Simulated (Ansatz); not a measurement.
# ScZnF2: the cost of one run

Computed with Ansatz 0.2.0 (DFT PBE, scalar-relativistic, plane waves, PAW, unless a step's input says otherwise).

## (1) The starting structure

Symmetry: P4/mmm, No. 123, tetragonal system. The conventional cell has a = 4.137 Å, b = 4.137 Å, c = 2.694 Å, α = 90.00°, β = 90.00°, γ = 90.00°. Sc (site symmetry 4/mmm) has 8 F at 2.47 Å and 2 Sc at 2.69 Å as nearest neighbours. Zn (site symmetry 4/mmm) is surrounded by 4 F at 2.07 Å. F (site symmetry mmm) has 2 Zn at 2.07 Å and 4 Sc at 2.47 Å as nearest neighbours.

As a file:

```
Sc Zn F
1.0
     4.13679    0.00000    0.00000
     0.00000    4.13679    0.00000
     0.00000    0.00000    2.69352
Sc Zn F
1 1 2
Cartesian
  2.0684 2.0684 1.3468
  0.0000 0.0000 0.0000
  2.0684 0.0000 0.0000
  0.0000 2.0684 0.0000
```

A structure generator made this guess: perovskite family, infinite layers (P4/mmm, No. 123). Its size is a rough estimate.

## (2) The guess as it stands, on a coarse mesh

The input, input.yaml:

```yaml
crystal:
  lattice:
    - [4.13678974, 0.0, 0.0]
    - [0.0, 4.13678974, 0.0]
    - [0.0, 0.0, 2.69352048]
  atoms:
    - { symbol: Sc, position: [0.5, 0.5, 0.5] }
    - { symbol: Zn, position: [0.0, 0.0, 0.0] }
    - { symbol: F, position: [0.5, 0.0, 0.0] }
    - { symbol: F, position: [0.0, 0.5, 0.0] }
basis:
  ecutwfc: 420
kpoints:
  mp_grid: { grid: [4, 4, 6] }
hamiltonian:
  xc: pbe
scf:
  occupations: { method: gaussian, width: 0.1 }
  lower_state_search: "off"
output:
  forces: true
  stress: true
  eigenvalues: true
```

Command:

```sh
> ansatz run input.yaml --threads 1 --pin off --max-ram 2048MiB --backend cpu --events-out ev --progress --plain --runs-dir out
```

Q: Estimate wall time and peak memory on 1 thread of Arm Neoverse V1, shared host.

About 2.2 s, with a peak of 0.32 GiB.
